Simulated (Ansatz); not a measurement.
# Ir: the cost of one run

Method: DFT PBEsol, scalar-relativistic, plane waves, PAW, in Ansatz 0.2.0.

This is Ir in the hcp structure; at room conditions it is fcc.

6 further runs of the same task are left out: 2 that didn't finish, 4 set aside as unsound or not needed.

## 1. Starting point

It takes space group P6_3/mmc (No. 194, hexagonal). Conventional cell: a = 2.719 Å, b = 2.719 Å, c = 4.408 Å, α = 90.00°, β = 90.00°, γ = 120.00°. Ir (site symmetry -6m2) has 12 Ir at 2.71 to 2.72 Å as nearest neighbours.

Coordinates:

```xyz
2
Lattice="2.7191 0.0000 0.0000 -1.3595 2.3548 0.0000 0.0000 0.0000 4.4079" Properties=species:S:1:pos:R:3 pbc="T T T"
Ir    1.3595    0.7849    3.3059
Ir    0.0000    1.5698    1.1020
```

It goes back to an entry of the Materials Project, which need not be the stable form.

It is the result of an earlier relaxation at this level (volume 14.11 Å³/atom; gap on the mesh: none (metal)).

## 2. Zero of the scan

File input.yaml:

```yaml
crystal:
  lattice:
    - [2.7190554922, 0.0, 0.0]
    - [-1.3595277461, 2.3547711306, 0.0]
    - [0.0, 0.0, 4.4079330487]
  atoms:
    - { symbol: Ir, position: [0.6666666667, 0.3333333333, 0.75] }
    - { symbol: Ir, position: [0.3333333333, 0.6666666667, 0.25] }
basis:
  ecutwfc: 420
kpoints:
  mp_grid: { grid: [24, 24, 14] }
hamiltonian:
  xc: pbesol
scf:
  occupations: { method: gaussian, width: 0.15 }
output:
  forces: true
  stress: true
  eigenvalues: true
```

The run is started by

```
$ ansatz run input.yaml --threads 1 --pin off --max-ram 2560MiB --backend cpu --events-out ev --progress --plain --runs-dir out
```

What time and memory should one allow on 1 thread of Intel Xeon Platinum 8488C (Sapphire Rapids), shared host?

About 12 s, with a peak of 0.53 GiB.
